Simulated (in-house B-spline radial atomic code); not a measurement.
**Nd¹⁸⁺: excited configurations**

Aim: the energies of several excited configurations of Nd¹⁸⁺ above a reference configuration, each from its own self-consistent run.

Program: in-house B-spline radial atomic code version 1. Level of theory: Dirac-Hartree-Fock, average of configuration, Fermi nucleus, basis-set limit. These are calculated values, not measurements, unless marked.

### Step 1. The system

| Property | Result |
| --- | --- |
| element | neodymium (Z = 60) |
| charge | +18 |
| electrons | 42 |
| configuration | [Kr] 4d6 |
| Hamiltonian | Dirac-Coulomb |
| nucleus | Fermi, rms radius 4.912 fm |

The outer shells:

[Kr] 4d6
```
[Kr] core
4d [↑↓][↑ ][↑ ][↑ ][↑ ]
```

The boxes draw the filling by Hund's rule, which heavy ions in jj coupling don't follow; these runs average over all states of the configuration.

The run's settings:

```ini
Z = 60
electrons = 42.0
configuration = [Kr] 4d6
hamiltonian = dirac
method = hf
spin_polarised = False
nucleus = fermi
rms_radius = 4.9123
mass_number = 142
atomic_mass = 141.907728824
speed_of_light = 137.035999084
```

From the earlier run of the reference: total energy -9504.722521 hartree. Levels, eight at most:

```tsv
orbital	occupation	energy (eV)	<r> (bohr)
3p3/2	4	-1767.53	0.2659
3d3/2	4	-1469.60	0.2378
3d5/2	6	-1446.72	0.2416
4s1/2	2	-741.52	0.5813
4p1/2	2	-669.97	0.5906
4p3/2	4	-643.50	0.6116
4d3/2	2.4	-530.60	0.6279
4d5/2	3.6	-525.51	0.6346
```

### Step 2. [Ar] 3d10 4s2 4p5 4d6 6s1

The run's settings:

```ini
Z = 60
electrons = 42.0
configuration = [Ar] 3d10 4s2 4p5 4d6 6s1
hamiltonian = dirac
method = hf
spin_polarised = False
nucleus = fermi
rms_radius = 4.9123
mass_number = 142
atomic_mass = 141.907728824
speed_of_light = 137.035999084
```

### Step 3. [Ar] 3d10 4s2 4p5 4d6 5d1

Settings: those of step 2 with these lines changed.

```diff
@@ -2,3 +2,3 @@
 electrons = 42.0
-configuration = [Ar] 3d10 4s2 4p5 4d6 6s1
+configuration = [Ar] 3d10 4s2 4p5 4d6 5d1
 hamiltonian = dirac
```

### Step 4. Configuration [Ar] 3d9 4s2 4p6 4d6 5f1

Settings: those of step 3 with these lines changed.

```diff
@@ -2,3 +2,3 @@
 electrons = 42.0
-configuration = [Ar] 3d10 4s2 4p5 4d6 5d1
+configuration = [Ar] 3d9 4s2 4p6 4d6 5f1
 hamiltonian = dirac
```

### Step 5. [Ar] 3d9 4s2 4p6 4d6 8d1

Settings: those of step 4 with these lines changed.

```diff
@@ -2,3 +2,3 @@
 electrons = 42.0
-configuration = [Ar] 3d9 4s2 4p6 4d6 5f1
+configuration = [Ar] 3d9 4s2 4p6 4d6 8d1
 hamiltonian = dirac
```

### Step 6. Run with [Kr] 4d5 5f1

Settings: those of step 5 with these lines changed.

```diff
@@ -2,3 +2,3 @@
 electrons = 42.0
-configuration = [Ar] 3d9 4s2 4p6 4d6 8d1
+configuration = [Kr] 4d5 5f1
 hamiltonian = dirac
```

Q: How far above the reference does each configuration lie (order and size, in eV)?

As calculated:

| net move | configuration | energy above the reference (eV) | with Breit, QED, recoil (eV) | largest <r> (bohr) |
| --- | --- | --- | --- | --- |
| 4d → 5f | [Kr] 4d5 5f1 | 293.54 | 293.39 | 1.35 |
| 4p → 5d | [Ar] 3d10 4s2 4p5 4d6 5d1 | 368.64 | 368.13 | 1.25 |
| 4p → 6s | [Ar] 3d10 4s2 4p5 4d6 6s1 | 429.73 | 429.31 | 1.77 |
| 3d → 5f | [Ar] 3d9 4s2 4p6 4d6 5f1 | 1210.68 | 1209.79 | 1.34 |
| 3d → 8d | [Ar] 3d9 4s2 4p6 4d6 8d1 | 1350.91 | 1350.05 | 3.96 |

Quantum defects of the promoted electron, δ = n − ζ/√(−2ε) with ζ = 19 and ε its orbital energy in hartree:

| promotion | δ |
| --- | --- |
| 4d → 5f | 0.407 |
| 4p → 5d | 0.830 |
| 4p → 6s | 1.289 |
| 3d → 5f | 0.428 |
| 3d → 8d | 0.798 |

At the bottom stands 4d → 5f (293.54 eV), at the top 3d → 8d (1350.91 eV). 2 of them lie more than 2 % above the ionisation threshold that Koopmans' theorem gives (525.51 eV), where such states can decay by emitting an electron. Of those tabulated, the defect is largest for 6s (1.29) and least for 5f (0.41); at this charge much of the defect is relativistic. Two partly filled shells share a symmetry and can mix in the average, which may lower the energy, for: 4p → 5d; 3d → 5f; 3d → 8d. These are averages over configurations, without correlation, not spectroscopic levels.
